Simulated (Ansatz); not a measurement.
# SnS (SMILES [S][Sn]): levels of theory compared

We compute a comparison of 6 runs (B3LYP/STO-3G, HSE06/STO-3G, PBE/STO-3G, SVWN5/STO-3G, UB3LYP/STO-3G, MP2/STO-3G) of SnS. 

The calculation is run with Ansatz 0.2.0.

53 further runs of the same task are left out: 19 that didn't finish, 34 set aside as unsound or not needed.

### 1 The structure to begin with

The species is SnS (2 atoms), meant as a singlet with charge 0. SMILES: `[S][Sn]`. The Sn2–S1 distance was set to 5.523 Å, away from the relaxed value.

### 2 The energy at B3LYP/STO-3G (run 1)

Input file molecule.yaml:

```yaml
crystal:
  periodic: [false, false, false]
  atoms:
    - {symbol: S, position_ang: [0.000000, 0.000000, -3.313574]}
    - {symbol: Sn, position_ang: [0.000000, 0.000000, 2.209026]}
basis:
  gaussian: {orbitals: STO-3G}
hamiltonian: {xc: {name: B3LYP}}
accuracy: high
```

Started as:

```console
$ ansatz run molecule.yaml --threads 1 --pin off --max-ram 2610MiB --events-out events.jsonl --progress --plain --runs-dir runs
```

Standard output:

```text
Warning: RAYON_NUM_THREADS=1 ignored (pool sized by the plan → 1); use --threads N
Functional definition: B3LYP
  name "B3LYP"
  parameter a0 = 0.2
  parameter ax = 0.72
  parameter ac = 0.81
  exchange = (1 - a0 - ax)*slater_x + ax*b88_x + a0*exact_x
  correlation = (1 - ac)*vwn_rpa_c + ac*lyp_c
582 factors; integrals over basis functions are off by at most 5.0e-9 eV
mean field evaluation 1: about -173002.6885 eV, gradient 4.6e0 eV
mean field evaluation 2: about -172884.2030 eV, gradient 2.9e1 eV
mean field evaluation 4: about -173001.6954 eV, gradient 1.2e1 eV
mean field evaluation 8: about -173029.4272 eV, gradient 6.0e0 eV
mean field evaluation 16: about -173029.8192 eV, gradient 5.3e-4 eV
mean field evaluation 32: about -173029.8411 eV, gradient 1.1e-4 eV
mean field evaluation 64: about -172990.2526 eV, gradient 6.9e0 eV
mean field evaluation 96: about -173008.0994 eV, gradient 3.2e1 eV
mean field evaluation 128: about -173029.8178 eV, gradient 2.8e-1 eV
mean field evaluation 160: about -173029.8294 eV, gradient 2.0e-2 eV
mean field evaluation 192: about -173029.7269 eV, gradient 1.4e0 eV
mean field evaluation 224: about -172996.5935 eV, gradient 4.0e1 eV
mean field evaluation 256: about -173029.8374 eV, gradient 3.6e-2 eV
mean field evaluation 288: about -173029.7706 eV, gradient 7.8e-1 eV
mean field -173029.84111716 eV, -6358.7293772169 hartree, gradient 2.6e-8 eV, S^2 0.000000; 15 other end points of the search recorded, 0 dependent functions left out
reference -173029.84115012 eV, -6358.7293784280 hartree; 33, 33 occupied and 3, 3 virtual orbitals, 582 factors
Total energy: -173029.84115012 eV, -6358.7293784280 hartree
```

Run time: 20 s. Hardware: 1 thread of Arm Neoverse V1, shared host; peak memory 0.12 GiB.

### 3 The energy at HSE06/STO-3G (run 2)

Input file job.yaml:

```yaml
crystal:
  periodic: [false, false, false]
  atoms:
    - {symbol: S, position_ang: [0.000000, 0.000000, -3.313574]}
    - {symbol: Sn, position_ang: [0.000000, 0.000000, 2.209026]}
basis:
  gaussian: {orbitals: STO-3G}
hamiltonian: {xc: {name: HSE06}}
accuracy: high
```

Started as:

```console
$ ansatz run job.yaml --threads 1 --pin off --max-ram 2610MiB --events-out events.jsonl --progress --plain --runs-dir runs
```

Standard output, shortened:

```text
Warning: RAYON_NUM_THREADS=1 ignored (pool sized by the plan → 1); use --threads N
Functional definition: HSE06
  name "HSE06"
[...]
582 factors; integrals over basis functions are off by at most 5.0e-9 eV
55 factors; integrals over basis functions are off by at most 1.1e-9 eV
[...]
mean field -173019.16737123 eV, -6358.3371242889 hartree, gradient 1.5e-8 eV, S^2 0.000000; 13 other end points of the search recorded, 0 dependent functions left out
reference -173019.16737332 eV, -6358.3371243659 hartree; 33, 33 occupied and 3, 3 virtual orbitals, 582 factors
Total energy: -173019.16737332 eV, -6358.3371243659 hartree
```

Run time: 22 s. Hardware: 1 thread of Arm Neoverse V1, shared host; peak memory 0.12 GiB.

Runs 3 to 4 aren't shown in full; the table further down has their settings and results.

### 4 A single-point energy at UB3LYP/STO-3G (run 5)

molecule.yaml, as its differences from that of step 2:

```diff
@@ -6,4 +6,8 @@
 basis:
-  gaussian: {orbitals: STO-3G}
-hamiltonian: {xc: {name: B3LYP}}
+  gaussian:
+    orbitals: STO-3G
+magnetization:
+  spin_polarized: true
+hamiltonian:
+  xc: {name: B3LYP}
 accuracy: high
```

Started as:

```console
$ ansatz run molecule.yaml --threads 1 --pin off --max-ram 2610MiB --events-out events.jsonl --progress --plain --runs-dir runs
```

Standard output, shortened:

```text
Warning: RAYON_NUM_THREADS=1 ignored (pool sized by the plan → 1); use --threads N
[... 2 set-up lines as earlier in the session ...]
[...]
582 factors; integrals over basis functions are off by at most 5.0e-9 eV
[...]
mean field -173033.16625661 eV, -6358.8515738377 hartree, gradient 4.1e-8 eV, S^2 2.000001; 11 other end points of the search recorded, 0 dependent functions left out
reference -173033.16628951 eV, -6358.8515750470 hartree; 33, 33 occupied and 3, 3 virtual orbitals, 582 factors
Total energy: -173033.16628951 eV, -6358.8515750470 hartree
```

Wall time 76 s (1 thread of Arm Neoverse V1, shared host); peak memory 0.22 GiB.

### 5 A single-point energy at MP2/STO-3G (run 6)

Input file run.yaml:

```yaml
crystal:
  periodic: [false, false, false]
  atoms:
    - {symbol: S, position_ang: [0.000000, 0.000000, -3.313574]}
    - {symbol: Sn, position_ang: [0.000000, 0.000000, 2.209026]}
basis:
  gaussian:
    orbitals: STO-3G
total_charge: 0
correlation:
  method: mp2
  frozen_orbitals: {S: 5, Sn: 18}
accuracy: high
```

Started as:

```console
$ ansatz run run.yaml --threads 1 --pin off --max-ram 2610MiB --events-out events.jsonl --progress --plain --runs-dir runs
```

Standard output, shortened:

```text
Warning: RAYON_NUM_THREADS=1 ignored (pool sized by the plan → 1); use --threads N
Functional definition: HF
  name "HF"
[...]
582 factors; integrals over basis functions are off by at most 5.0e-9 eV
[...]
mean field -172960.10842488 eV, -6356.1667480421 hartree, gradient 1.5e-8 eV, S^2 0.000000; 23 other end points of the search recorded, 0 dependent functions left out; unrestricted orbitals would lower it
[...]
unrestricted determinant -172963.18285542 eV, -6356.2797312807 hartree, S^2 2.0000
23 core orbitals not correlated: weight in the atoms' cores, before any rotation towards them, 1.000 or more for the frozen orbitals, at most 0.000 for the correlated occupied ones
reference -172960.10842488 eV, -6356.1667480421 hartree; 10, 10 occupied and 3, 3 virtual orbitals, 582 factors
second order -0.74695131 eV of doubles, -0.00000000 eV of singles
WARN: the method's energy lies above the unrestricted determinant's, so it is not that of the lowest state
Total energy: -172960.85537619 eV, -6356.1941979965 hartree
```

Run time: 7.2 s. Hardware: 1 thread of Arm Neoverse V1, shared host; peak memory 0.16 GiB.

### 6 Overview of the runs

```csv
run,level,frozen core orbitals,energy (Eh),wall time
1,B3LYP/STO-3G,–,-6358.729378,20 s
2,HSE06/STO-3G,–,-6358.337124,22 s
3,PBE/STO-3G,–,-6357.986474,14 s
4,SVWN5/STO-3G,–,-6351.632031,6.9 s
5,UB3LYP/STO-3G,–,-6358.851575,76 s
6,MP2/STO-3G,23,-6356.194198,7.2 s
```

### 7 Results

```
                                           quantity           value
                                run 6: total energy  -6356.19420 Eh
run 6: correlation energy (23 core orbitals frozen)       -27.4 mEh
```

Totals of different functionals can't be ranked against each other. In run 6 the log says that unrestricted orbitals would lower the reference, so the values rest on an unstable closed-shell determinant (other closed-shell runs at this shape may share the fault). In runs 1, 2, 3, 4, 5, 6 the basis is minimal, so the values are rough. In runs 1, 2, 3, 4, 6 a closed-shell determinant meets a far-stretched bond, which it describes badly. In runs 1, 2, 3, 4, 5, 6 relativity is left out where basis or elements ask for it. Spin contamination of the reference: run 5 ⟨S²⟩ = 2.00. Where it is this large, the reference is a mixture of spin states, and values that rest on it are in doubt. All runs together took 2.4 min, the longest 76 s.
